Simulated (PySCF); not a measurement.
**Changing the system itself: NaSr (quartet)**

Aim: change spin, charge, geometry, field or solvent of NaSr (quartet), one at a time, and compare with the base run.

The runs use PySCF 2.14.0; each script names its method and basis.

7 further runs of the same task are left out: 2 for a known fault of the program, 5 that didn't finish.

## 1. Where the work starts

NaSr (quartet): 2 atoms, charge 0, spin multiplicity 4.

Bond lengths: Na1–Sr2 2.957 Å.

## 2. Base script

Input file input.py:

```python
from pyscf import gto, dft

mol = gto.M(
    atom='Na 0 0 0; Sr 0 0 2.957',
    basis='lanl2dz',
    ecp={'Na': 'lanl2dz', 'Sr': 'lanl2dz'},
    charge=0,
    spin=3,
    verbose=4,
)
mf = dft.UKS(mol, xc='pbesol')
mf.kernel()
mf.stability(internal=True, external=True)
mf.dip_moment()
print('orbital energies (hartree):', [e[max(0, n-3):n+3].round(4) for e, n in zip(mf.mo_energy, mol.nelec)])
```

Launch:

```sh
> OMP_NUM_THREADS=1 python input.py
```

Its log is not repeated here.

It gives: E(SCF) = -30.443789 Eh, 9 cycles, ⟨S²⟩ = 3.750, μ = 1.10 D, internal stable; real -> complex stable; UHF/UKS -> GHF/GKS unstable.

The bond length is a typed value, not an optimised one. The quartet is typed in the script; nothing here shows that it is the ground state.

## 3. Octet

Run 1 changes spin (2S): 3 → 7.

Input file input.py:

```python
from pyscf import gto, dft

mol = gto.M(
    atom='Na 0 0 0; Sr 0 0 2.957',
    basis='lanl2dz',
    ecp={'Na': 'lanl2dz', 'Sr': 'lanl2dz'},
    charge=0,
    spin=7,
    verbose=4,
)
mf = dft.UKS(mol, xc='pbesol')
mf.kernel()
mf.stability(internal=True, external=True)
mf.dip_moment()
print('orbital energies (hartree):', [e[max(0, n-3):n+3].round(4) for e, n in zip(mf.mo_energy, mol.nelec)])
```

Launch:

```sh
> OMP_NUM_THREADS=1 python input.py
```

## 4. Bond 5.914 Å

Run 2 changes bond length: 2.957 Å → 5.914 Å.

input.py: that of step 2 with these lines changed.

```diff
@@ -3,3 +3,3 @@
 mol = gto.M(
-    atom='Na 0 0 0; Sr 0 0 2.957',
+    atom='Na 0 0 0; Sr 0 0 5.914',
     basis='lanl2dz',
```

## 5. Bond 2.868 Å

Run 3 changes bond length: 2.957 Å → 2.868 Å.

input.py: that of step 2 with these lines changed.

```diff
@@ -3,3 +3,3 @@
 mol = gto.M(
-    atom='Na 0 0 0; Sr 0 0 2.957',
+    atom='Na 0 0 0; Sr 0 0 2.868',
     basis='lanl2dz',
```

## 6. Electric field 0.01 a.u.

Run 4 changes electric field: none → 0.01 a.u.

input.py: that of step 2 with these lines changed.

```diff
@@ -11,2 +11,7 @@
 mf = dft.UKS(mol, xc='pbesol')
+field = 0.01  # electric field along z, atomic units
+h = mf.get_hcore() + field*mol.intor('int1e_r')[2]
+mf.get_hcore = lambda *args: h
+e_nuc = mol.energy_nuc() - field*mol.atom_charges() @ mol.atom_coords()[:, 2]
+mf.energy_nuc = lambda *args: e_nuc
 mf.kernel()
```

## 7. Bond 4.435 Å

Run 5 changes bond length: 2.957 Å → 4.435 Å.

input.py: that of step 2 with these lines changed.

```diff
@@ -3,3 +3,3 @@
 mol = gto.M(
-    atom='Na 0 0 0; Sr 0 0 2.957',
+    atom='Na 0 0 0; Sr 0 0 4.435',
     basis='lanl2dz',
```

Before running it: what results should come out? Wanted: for each run, E(SCF); from base; gap, α spin; SCF dipole; after the SCF.

As calculated:

```csv
run,E(SCF) (hartree),from base (eV),cycles,"gap, α spin (eV)",SCF dipole (D),after the SCF
base,-30.443789,0,9,0.10,1.10,unstable: UHF/UKS -> GHF/GKS
octet,-28.362265,+56.6412,8,0.70,4.71,unstable: UHF/UKS -> GHF/GKS
bond 5.914 Å,-30.461166,-0.4729,10,0.09,1.79,"unstable: internal, UHF/UKS -> GHF/GKS"
bond 2.868 Å,-30.438165,+0.1530,9,0.10,0.97,unstable: UHF/UKS -> GHF/GKS
electric field 0.01 a.u.,-30.465148,-0.5812,10,0.11,12.69,unstable: UHF/UKS -> GHF/GKS
bond 4.435 Å,-30.467647,-0.6492,10,0.12,2.22,unstable: UHF/UKS -> GHF/GKS
```

In words: The largest comparable shift of the SCF energy, +56.641 eV, comes with the run “octet”. The octet solution found lies 56.64 eV above the base quartet at this geometry and level.
